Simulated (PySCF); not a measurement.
# K⁺: dipole response in aug-cc-pVTZ-X2C

Aim: the static polarisability and the C₆ coefficient of K⁺, method by method.

Program: PySCF 2.14.0. Level of theory: unrestricted determinants in a Gaussian basis, no spin-orbit coupling in the energies. These are calculated values, not measurements, unless marked.

## (1) What is computed

* Element: potassium (Z = 19)
* Basis: aug-cc-pVTZ-X2C (7s6p4d2f, 59 functions)
* Hamiltonian: the spin-free X2C one-electron Hamiltonian (Gaussian nucleus)
* State 1: K⁺: [Ar], closed-shell 1S
* Methods: UHF, PBE, PBE0, B97-3, BLYP

Outer shells as boxes (Hund's rule):

K+ [Ar]
```
[Ne] core
3s [↑↓]
3p [↑↓][↑↓][↑↓]
```

One driver process ran all states and methods and kept the integrals in memory. Each run is shown as a PySCF script that sums up its settings (the driver passes frozen orbitals as a list and adds second-order terms of double hybrids); the logs are those of the runs themselves. The driver starts from symmetry-adapted Hartree-Fock orbitals, holds the occupation by maximum overlap and uses a logarithmic radial grid for functionals, so a plain start would take other cycles.

The integrals over 59 functions and the set-up took 1.1 s of CPU time.

## (2) K⁺

UHF:

The input, input.py:

```python
from pyscf import gto, scf, dft, mp, cc
import basis_set_exchange as bse
mol = gto.M(atom="K 0 0 0", charge=1, spin=0, symmetry="D2h",
            basis=gto.basis.parse(bse.get_basis("aug-cc-pVTZ-X2C", elements=["K"], fmt="nwchem")),
            nucmod="G")
mf = scf.UHF(mol).sfx2c1e()
mf.irrep_nelec = {'Ag': (3, 3), 'B1u': (2, 2), 'B2u': (2, 2), 'B3u': (2, 2)}
mf.kernel()
```

Log:

```text
damping factor = 0
level_shift factor = 0
DIIS = <class 'pyscf.scf.diis.CDIIS'>
diis_start_cycle = 1
diis_space = 10
diis_damp = 0
SCF conv_tol = 1e-09
SCF conv_tol_grad = None
number electrons alpha = 9  beta = 9
cycle= 1 E= -601.316509046895  delta_E= -6.59e-12  |g|= 3.47e-07  |ddm|= 1.11e-05
converged SCF energy = -601.316509046895  <S^2> = 1.7763568e-15  2S+1 = 1
```

CPU time 1.1 s on a shared host, the integrals not counted.

The occupied shells:

```csv
shell,electrons,mean orbital energy (eV),spread (eV),rms radius (bohr)
1s,2,-3656.1,0,0.0937
2s,2,-403.31,0,0.418
2p,6,-319.60,0,0.388
3s,2,-53.809,0,1.37
3p,6,-31.852,0,1.55
```

⟨S²⟩ = 0.000, ⟨L²⟩ = 0.00.

The driver then solved the coupled dipole response at imaginary frequencies: mean α = 4.824 bohr³, C₆ = 18.08 au for a like pair.

PBE:

input.py differs from the last one in:

```diff
@@ -5,3 +5,3 @@
             nucmod="G")
-mf = scf.UHF(mol).sfx2c1e()
+mf = dft.UKS(mol, xc="PBE").sfx2c1e()
 mf.irrep_nelec = {'Ag': (3, 3), 'B1u': (2, 2), 'B2u': (2, 2), 'B3u': (2, 2)}
```

Log:

```text
damping factor = 0
level_shift factor = 0
DIIS = <class 'pyscf.scf.diis.CDIIS'>
diis_start_cycle = 1
diis_space = 10
diis_damp = 0
SCF conv_tol = 1e-09
SCF conv_tol_grad = None
number electrons alpha = 9  beta = 9
XC functionals = PBE
    J. P. Perdew, K. Burke, and M. Ernzerhof.,  Phys. Rev. Lett. 77, 3865 (1996)
    J. P. Perdew, K. Burke, and M. Ernzerhof.,  Phys. Rev. Lett. 78, 1396 (1997)
    J. P. Perdew, K. Burke, and M. Ernzerhof.,  Phys. Rev. Lett. 77, 3865 (1996)
    J. P. Perdew, K. Burke, and M. Ernzerhof.,  Phys. Rev. Lett. 78, 1396 (1997)
cycle= 1 E= -601.853899204437  delta_E= -0.000816  |g|= 0.00122  |ddm|= 0.453
cycle= 2 E= -601.853899560922  delta_E= -3.56e-07  |g|= 0.000182  |ddm|= 0.013
cycle= 3 E= -601.853899583971  delta_E= -2.3e-08  |g|= 2.53e-05  |ddm|= 0.00257
cycle= 4 E= -601.853899584452  delta_E= -4.81e-10  |g|= 2.95e-08  |ddm|= 0.000316
converged SCF energy = -601.853899584452  <S^2> = 5.3290705e-15  2S+1 = 1
```

CPU time 2.4 s on a shared host, the integrals not counted.

The driver then solved the coupled dipole response at imaginary frequencies: mean α = 5.033 bohr³, C₆ = 19.02 au for a like pair.

PBE0:

input.py differs from the last one in:

```diff
@@ -5,3 +5,3 @@
             nucmod="G")
-mf = dft.UKS(mol, xc="PBE").sfx2c1e()
+mf = dft.UKS(mol, xc="PBE0").sfx2c1e()
 mf.irrep_nelec = {'Ag': (3, 3), 'B1u': (2, 2), 'B2u': (2, 2), 'B3u': (2, 2)}
```

Log:

```text
damping factor = 0
level_shift factor = 0
DIIS = <class 'pyscf.scf.diis.CDIIS'>
diis_start_cycle = 1
diis_space = 10
diis_damp = 0
SCF conv_tol = 1e-09
SCF conv_tol_grad = None
number electrons alpha = 9  beta = 9
XC functionals = PBE0
    C. Adamo and V. Barone.,  J. Chem. Phys. 110, 6158 (1999)
    M. Ernzerhof and G. E. Scuseria.,  J. Chem. Phys. 110, 5029 (1999)
cycle= 1 E= -601.900586876105  delta_E= -0.000436  |g|= 0.000686  |ddm|= 0.327
cycle= 2 E= -601.900587266942  delta_E= -3.91e-07  |g|= 0.000127  |ddm|= 0.00609
cycle= 3 E= -601.900587277149  delta_E= -1.02e-08  |g|= 3.01e-06  |ddm|= 0.00199
cycle= 4 E= -601.900587277156  delta_E= -7.39e-12  |g|= 9.54e-08  |ddm|= 3.93e-05
converged SCF energy = -601.900587277156  <S^2> = 0  2S+1 = 1
```

It used 3.3 s of CPU time after the integrals (shared host).

The driver then solved the coupled dipole response at imaginary frequencies: mean α = 4.929 bohr³, C₆ = 18.53 au for a like pair.

B97-3:

input.py differs from the last one in:

```diff
@@ -5,3 +5,3 @@
             nucmod="G")
-mf = dft.UKS(mol, xc="PBE0").sfx2c1e()
+mf = dft.UKS(mol, xc="HYB_GGA_XC_B97_3").sfx2c1e()
 mf.irrep_nelec = {'Ag': (3, 3), 'B1u': (2, 2), 'B2u': (2, 2), 'B3u': (2, 2)}
```

Log:

```text
damping factor = 0
level_shift factor = 0
DIIS = <class 'pyscf.scf.diis.CDIIS'>
diis_start_cycle = 1
diis_space = 10
diis_damp = 0
SCF conv_tol = 1e-09
SCF conv_tol_grad = None
number electrons alpha = 9  beta = 9
XC functionals = HYB_GGA_XC_B97_3
    T. W. Keal and D. J. Tozer.,  J. Chem. Phys. 123, 121103 (2005)
cycle= 1 E= -602.003948071484  delta_E= -0.000415  |g|= 0.00108  |ddm|= 0.309
cycle= 2 E= -602.003948918055  delta_E= -8.47e-07  |g|= 0.000189  |ddm|= 0.0151
cycle= 3 E= -602.00394894086  delta_E= -2.28e-08  |g|= 1.88e-06  |ddm|= 0.00275
cycle= 4 E= -602.003948940862  delta_E= -2.5e-12  |g|= 3.52e-08  |ddm|= 4.14e-05
converged SCF energy = -602.003948940862  <S^2> = 3.5527137e-15  2S+1 = 1
```

CPU time 2.7 s on a shared host, the integrals not counted.

The driver then solved the coupled dipole response at imaginary frequencies: mean α = 4.902 bohr³, C₆ = 18.39 au for a like pair.

BLYP:

input.py differs from the last one in:

```diff
@@ -5,3 +5,3 @@
             nucmod="G")
-mf = dft.UKS(mol, xc="HYB_GGA_XC_B97_3").sfx2c1e()
+mf = dft.UKS(mol, xc="BLYP").sfx2c1e()
 mf.irrep_nelec = {'Ag': (3, 3), 'B1u': (2, 2), 'B2u': (2, 2), 'B3u': (2, 2)}
```

Log:

```text
damping factor = 0
level_shift factor = 0
DIIS = <class 'pyscf.scf.diis.CDIIS'>
diis_start_cycle = 1
diis_space = 10
diis_damp = 0
SCF conv_tol = 1e-09
SCF conv_tol_grad = None
number electrons alpha = 9  beta = 9
XC functionals = BLYP
    A. D. Becke.,  Phys. Rev. A 38, 3098 (1988)
    C. Lee, W. Yang, and R. G. Parr.,  Phys. Rev. B 37, 785 (1988)
    B. Miehlich, A. Savin, H. Stoll, and H. Preuss.,  Chem. Phys. Lett. 157, 200 (1989)
cycle= 1 E= -602.073715395128  delta_E= -0.00102  |g|= 0.00305  |ddm|= 0.554
cycle= 2 E= -602.073720534253  delta_E= -5.14e-06  |g|= 0.000837  |ddm|= 0.0455
cycle= 3 E= -602.073721054182  delta_E= -5.2e-07  |g|= 2.29e-05  |ddm|= 0.0106
cycle= 4 E= -602.07372105459  delta_E= -4.08e-10  |g|= 1.09e-08  |ddm|= 0.00028
converged SCF energy = -602.07372105459  <S^2> = 7.1054274e-15  2S+1 = 1
```

CPU time 1.9 s on a shared host, the integrals not counted.

The driver then solved the coupled dipole response at imaginary frequencies: mean α = 5.092 bohr³, C₆ = 19.33 au for a like pair.

Radial density 4πr²ρ of K⁺ at UHF:

```csv
r (bohr),density
0.00117,0.0942
0.00197,0.248
0.00331,0.640
0.00557,1.60
0.00938,3.79
0.0158,8.20
0.0265,15.1
0.0446,21.5
0.0751,20.6
0.126,15.8
0.212,20.8
0.357,19.6
0.601,6.27
1.01,6.59
1.70,3.87
2.86,0.378
4.81,0.00306
```

## (3) Polarisabilities and C₆

K⁺, in atomic units:

```csv
method,mean α,C₆ (like pair),S(−4)
UHF,4.824,18.08,4.728
PBE,5.033,19.02,5.412
PBE0,4.929,18.53,5.083
B97-3,4.902,18.39,5.012
BLYP,5.092,19.33,5.582
```

α(iu) at BLYP:

```csv
u (hartree),α(iu) (bohr³)
0,5.092
0.0500,5.078
0.100,5.037
0.200,4.880
0.300,4.641
0.500,4.027
0.750,3.221
1.00,2.531
1.50,1.583
2.00,1.044
3.00,0.5313
5.00,0.2087
```

## (4) What came out

| quantity | value |
| --- | --- |
| α of K⁺ | 4.824 (UHF) to 5.092 (BLYP) bohr³ |

A single London oscillator with the computed α and C₆ of K⁺ at UHF would have ω = 4 C₆ / (3 α²) = 1.04 hartree. The basis is finite, and no extrapolation was made.
